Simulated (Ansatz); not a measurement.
# LuAs: the cost of one run

Method: DFT LDA, scalar-relativistic, plane waves, PAW, in Ansatz 0.2.0.

## 1. The starting structure

The structure is cubic, space group Fm-3m (No. 225). The conventional cell has a = 5.676 Å, b = 5.676 Å, c = 5.676 Å, α = 90.00°, β = 90.00°, γ = 90.00°. Lu (site symmetry m-3m) has 6 As at 2.84 Å as nearest neighbours. As (site symmetry m-3m) is surrounded by 6 Lu at 2.84 Å.

Structure file:

```xyz
2
Lattice="0.0000 2.8382 2.8382 2.8382 0.0000 2.8382 2.8382 2.8382 0.0000" Properties=species:S:1:pos:R:3 pbc="T T T"
Lu    2.8382    2.8382    2.8382
As    0.0000    0.0000    0.0000
```

Source of the structure: the Materials Project (structure only).

(A quick probe on a coarse mesh, which set the mesh and smearing, is not shown.)

## 3. Full relaxation

File input.yaml:

```yaml
crystal:
  lattice:
    - [0.0, 2.838190747, 2.838190747]
    - [2.838190747, 0.0, 2.838190747]
    - [2.838190747, 2.838190747, 0.0]
  atoms:
    - { symbol: Lu, position: [0.5, 0.5, 0.5] }
    - { symbol: As, position: [0.0, 0.0, 0.0] }
basis:
  ecutwfc: 420
kpoints:
  mp_grid: { grid: [12, 12, 12] }
hamiltonian:
  xc: lda
scf:
  occupations: { method: gaussian, width: 0.1 }
output:
  forces: true
  stress: true
  eigenvalues: true
relax:
  adjacent_minimum: "off"
  f_tol: 0.005
  max_steps: 80
  cell: { stress_tol: 0.05 }
```

Started as:

```bash
$ ansatz run input.yaml --threads 1 --pin off --max-ram 2560MiB --backend cpu --events-out ev --progress --plain --runs-dir out
```

What time and memory should one allow on 1 thread of an x86-64 CPU, shared host?

About 62 s, with a peak of 0.41 GiB.
